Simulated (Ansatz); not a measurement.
# Pt: the cost of one run

Computed with Ansatz 0.2.0 (DFT r2SCAN, scalar-relativistic, plane waves, PAW, unless a step's input says otherwise).

This is Pt in the bcc structure; at room conditions it is fcc.

3 further runs of the same task are left out: 3 set aside as unsound or not needed. Runs told in other sessions of the task aren't counted.

**1. The starting structure**

The structure is cubic, space group Im-3m (No. 229). The conventional cell has a = 3.139 Å, b = 3.139 Å, c = 3.139 Å, α = 90.00°, β = 90.00°, γ = 90.00°. Around Pt (site symmetry m-3m) lie 8 Pt at 2.72 Å.

Coordinates:

```cif
data_structure
_symmetry_space_group_name_H-M 'P 1'
_symmetry_Int_Tables_number 1
_cell_length_a 3.1390
_cell_length_b 3.1390
_cell_length_c 3.1390
_cell_angle_alpha 90.000
_cell_angle_beta 90.000
_cell_angle_gamma 90.000
_cell_volume 30.93
loop_
_atom_site_label
_atom_site_type_symbol
_atom_site_fract_x
_atom_site_fract_y
_atom_site_fract_z
_atom_site_occupancy
Pt1 Pt 0.50000 0.50000 0.50000 1
Pt2 Pt 0.00000 0.00000 0.00000 1
```

It goes back to an entry of the Materials Project, which need not be the stable form.

It is built from the cell relaxed beforehand with the same method (15.46 Å³/atom).

**2. The reference: the undisturbed cell on the scan's mesh**

input.yaml

```yaml
crystal:
  lattice:
    - [0.0, -3.1389727827, 0.0]
    - [-3.1389727827, 0.0, 0.0]
    - [0.0, 0.0, -3.1389727827]
  atoms:
    - { symbol: Pt, position: [0.5, 0.5, 0.5] }
    - { symbol: Pt, position: [0.0, 0.0, 0.0] }
basis:
  ecutwfc: 500
kpoints:
  mp_grid: { grid: [20, 20, 20] }
hamiltonian:
  xc: r2scan
scf:
  occupations: { method: gaussian, width: 0.15 }
output:
  forces: true
  stress: true
  eigenvalues: true
```

Started as:

```
$ ansatz run input.yaml --threads 2 --pin off --max-ram 5120MiB --backend cpu --events-out ev --progress --plain --runs-dir out
```

What time and memory should one allow on 2 threads of Arm Neoverse V1, shared host?

About 10 s, with a peak of 0.55 GiB.
